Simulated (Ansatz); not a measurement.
Write a Python script for the Ansatz DFT code, driven from Python that makes vertical spin-state energies of CH₅NOSn, SMILES [NH2][SnH]1[CH2][O]1. Use (for the species named): Hartree-Fock, def2-SVP basis, multiplicity 1.

```xyz
9

N    -0.3276    1.7173   -0.7076
Sn   -0.0984    0.3159    0.7226
C     0.3857   -1.5786   -0.0730
O    -0.8512   -1.4110    0.0413
H     0.2594    1.5119   -1.5310
H    -0.0243    2.6756   -0.3193
H    -0.8496    0.6182    2.2653
H     0.7884   -1.5863   -1.1243
H     0.8060   -2.3093    0.7088
```

`spin.py`:
```python
# -*- coding: utf-8 -*-
"""Vertical spin-state energies of CH5NOSn."""

import ansatz as az

BASIS = "def2-SVP"
FUNCTIONAL = "HF"

geometry = (
    az.Crystal.molecule()
    .atom("N", [-0.3276, 1.7173, -0.7076])
    .atom("Sn", [-0.0984, 0.3159, 0.7226])
    .atom("C", [0.3857, -1.5786, -0.073])
    .atom("O", [-0.8512, -1.411, 0.0413])
    .atom("H", [0.2594, 1.5119, -1.531])
    .atom("H", [-0.0243, 2.6756, -0.3193])
    .atom("H", [-0.8496, 0.6182, 2.2653])
    .atom("H", [0.7884, -1.5863, -1.1243])
    .atom("H", [0.806, -2.3093, 0.7088])
)

base = geometry.calculation().basis(gaussian=BASIS).functional(FUNCTIONAL)
found = {}
for unpaired in [0, 2]:
    rep = base.spin("collinear", total=unpaired).run(threads=1).report
    s = unpaired / 2
    found[unpaired] = rep["free_energy_ev"]
    print(f"2S+1 = {unpaired + 1}: E = {found[unpaired]:.5f} eV, <S^2> = {abs(rep['mean_field']['state']['spin_squared']):.3f} (pure state {s * (s + 1):.2f})")
lowest = min(found, key=found.get)
for unpaired, e in found.items():
    print(f"multiplicity {unpaired + 1}: {(e - found[lowest]):.3f} eV above the lowest")
```

```console
$ python spin.py
2S+1 = 1: E = -10427.02686 eV, <S^2> = 0.357 (pure state 0.00)
2S+1 = 3: E = -10425.56815 eV, <S^2> = 2.031 (pure state 2.00)
multiplicity 1: 0.000 eV above the lowest
multiplicity 3: 1.459 eV above the lowest
```

In order: multiplicity 1 (+0.00 eV) and multiplicity 3 (+1.46 eV), all at the one geometry.

Reading the output:
- Total energies depend on the basis set; only differences at equal settings carry meaning.
- The geometry is a force-field or estimated start, not a minimum of this method, and the basis set is short of its limit. All parts are taken at fixed geometry, without zero-point energy.
- def2 sets replace the cores of elements past krypton by effective core potentials.
- The expectation value of S² is noticeably off S(S+1) in at least one run, so that state is spin-contaminated.
- Hartree-Fock leaves correlation out, so it favours high-spin states too much.
- Spin-orbit coupling, which mixes and shifts the spin states of heavy atoms, is left out.
- Finished in 5.3 s on 1 thread of AMD EPYC 9R45 96-Core Processor (Zen 5) (shared host), peak memory 0.3 GiB.

(A comment or docstring line of the script was reworded after the run, the code is as it ran; lines on the test bed's own set-up are left out of the output.)
